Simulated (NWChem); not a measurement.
# P2H4 (diphosphine): PBE0/def2-TZVP

What is the electronic atomisation energy of P2H4 (diphosphine) at PBE0/def2-TZVP? 

Program for the calculation: NWChem 7.3.0.

3 further runs of the same task are left out: 1 that didn't finish, 2 set aside as unsound or not needed.

## (1) The structure to begin with

P2H4: 6 atoms, total charge 0, spin state singlet. As SMILES, `PP`. The shape is that of a PBE0-D4/def2-TZVP optimisation. This is one conformer, not always the lowest.

Bond lengths: P1–P2 2.227 Å, P1–H3 1.422 Å, P1–H4 1.422 Å, P2–H5 1.422 Å, P2–H6 1.422 Å. Angles: P1–P2–H5 93.6°, P1–P2–H6 93.6°, P2–P1–H3 93.6°, P2–P1–H4 93.6°, H5–P2–H6 92.0°, H3–P1–H4 92.0°.

## (2) The energy at PBE0/def2-TZVP

The input, geom.nw:

```
start geom
memory 2200 mb
charge 0

geometry noautosym nocenter noautoz
 P     0.365100   -1.048800   -0.082300
 P    -0.365200    1.049100    0.078100
 H    -0.497000   -1.521600    0.945000
 H    -0.572100   -1.392900   -1.094900
 H     0.502800    1.524600   -0.942900
 H     0.566400    1.389600    1.097000
end

basis spherical bse
 * library def2-TZVP
end

dft
 xc pbe0
 grid xfine
 convergence energy 1e-08
 maxiter 100
 mulliken
 noprint "final vectors analysis"
end

task dft energy
```

The run is started by

```bash
nwchem geom.nw > geom.out
```

What it wrote:

```text
[...]
          Wavefunction type:  closed shell.
          No. of atoms     :     6
          No. of electrons :    34
[...]
          Charge           :     0
          Spin multiplicity:     1
[...]
          AO basis - number of functions:    98
[...]
              XC Information
              --------------
                         PBE0 Method XC Functional
                     Hartree-Fock (Exact) Exchange  0.250
          PerdewBurkeErnzerhof Exchange Functional  0.750
            Perdew 1991 LDA Correlation Functional  1.000 local
           PerdewBurkeErnz. Correlation Functional  1.000 non-local
[...]
 d= 0,ls=0.0,diis     1   -684.8338706508 -7.73D+02  3.13D-03  5.02D-01     3.3
[...]
 d= 0,ls=0.0,diis     7   -684.8565803766 -9.45D-09  5.83D-07  1.74D-09    21.5
         Total DFT energy =     -684.856580376554
      One electron energy =    -1123.075148866153
           Coulomb energy =      397.291476343126
    Exchange-Corr. energy =      -47.691968205587
 Nuclear repulsion energy =       88.619060352061
[...]
      Total Density - Mulliken Population Analysis
     ---------------------------------------------
    Atom       Charge   Shell Charges
 -----------   ------   -------------------------------------------------------
    1 P   15    15.18   2.01  0.52  1.44  1.07  0.71  4.18  1.67  0.73  1.86  0.81  0.06  0.13  0.01
    2 P   15    15.18   2.01  0.52  1.44  1.07  0.71  4.18  1.67  0.73  1.86  0.81  0.06  0.13  0.01
    3 H    1     0.91   0.24  0.50  0.16  0.01
    4 H    1     0.91   0.24  0.50  0.16  0.01
    5 H    1     0.91   0.24  0.50  0.16  0.01
    6 H    1     0.91   0.24  0.50  0.16  0.01
[...]
```

Run time: 22 s. Hardware: 1 thread of Intel Xeon Platinum 8488C (Sapphire Rapids), shared host; peak memory 0.14 GiB.

## (3) The H atom at the same level

The input, geom.nw:

```
start geom
title "H"
memory stack 880 mb heap 220 mb global 1100 mb
geometry units bohr noautosym nocenter noautoz
  H    0.00000000   0.00000000   0.00000000
end
basis "ao basis" spherical bse
  * library def2-TZVP
end
dft
  xc pbe0
  mult 2
  grid xfine
  convergence energy 1e-08
  iterations 100
  mulliken
  print low
end
task dft
```

Run the same way, it converges to -0.50104 Eh (log not shown).

## (4) The P atom at the same level

The input, test.nw:

```
START test
TITLE "P PBE0"
memory stack 880 mb heap 220 mb global 1100 mb

GEOMETRY noautosym nocenter noautoz
  P        0.000000       0.000000       0.000000
END

BASIS spherical bse
  P library def2-TZVP
END

DFT
  xc pbe0
  mult 4
  grid xfine
  convergence energy 1e-08
  maxiter 100
  mulliken
  print low
END

TASK dft energy
```

The run is started by

```bash
nwchem test.nw > test.out
```

What it wrote:

```text
[...]
 d= 0,ls=0.0,diis     1   -341.1155893351 -3.41D+02  9.33D-03  7.38D-02     0.4
[...]
 d= 0,ls=0.0,diis     7   -341.1350581473 -6.53D-11  1.23D-08  4.71D-14     2.1
[...]
         Total DFT energy =     -341.135058147348
      One electron energy =     -471.605437868325
           Coulomb energy =      153.527476693892
    Exchange-Corr. energy =      -23.057096972916
 Nuclear repulsion energy =        0.000000000000
[...]
      Total Density - Mulliken Population Analysis
     ---------------------------------------------
    Atom       Charge   Shell Charges
 -----------   ------   -------------------------------------------------------
    1 P   15    15.00   2.01  0.52  1.44  1.20  0.82  4.16  1.68  0.64  1.59  0.93  0.00  0.00  0.00
     --------------------------------------------
      Spin Density - Mulliken Population Analysis
     --------------------------------------------
    Atom       Charge   Shell Charges
 -----------   ------   -------------------------------------------------------
    1 P   15     3.00   0.00  0.00 -0.00  0.01 -0.01  0.08 -0.05  0.44  1.61  0.92  0.00  0.00  0.00
[...]
      <S2> =      3.7500 (Exact =     3.7500)
[...]
```

Run time: 2.6 s. Hardware: 1 thread of Intel Xeon Platinum 8488C (Sapphire Rapids), shared host; peak memory 0.11 GiB.

## (5) What came out

At PBE0/def2-TZVP:

| quantity | value |
| --- | --- |
| molecule: total energy | -684.85658 Eh |
| molecule: dipole moment | 0.00 D |
| H atom: total energy | -0.50104 Eh |
| H atom: ⟨S²⟩ | 0.750 |
| P atom: total energy | -341.13506 Eh |
| P atom: ⟨S²⟩ | 3.750 |
| electronic atomisation energy | 15.846 eV |

Taking the molecule apart into free atoms costs 15.85 eV (365 kcal/mol), before zero-point energy and without spin-orbit coupling. Mulliken charges (molecule) run from -0.18 on P1 to +0.09 on H3; they depend strongly on the basis.
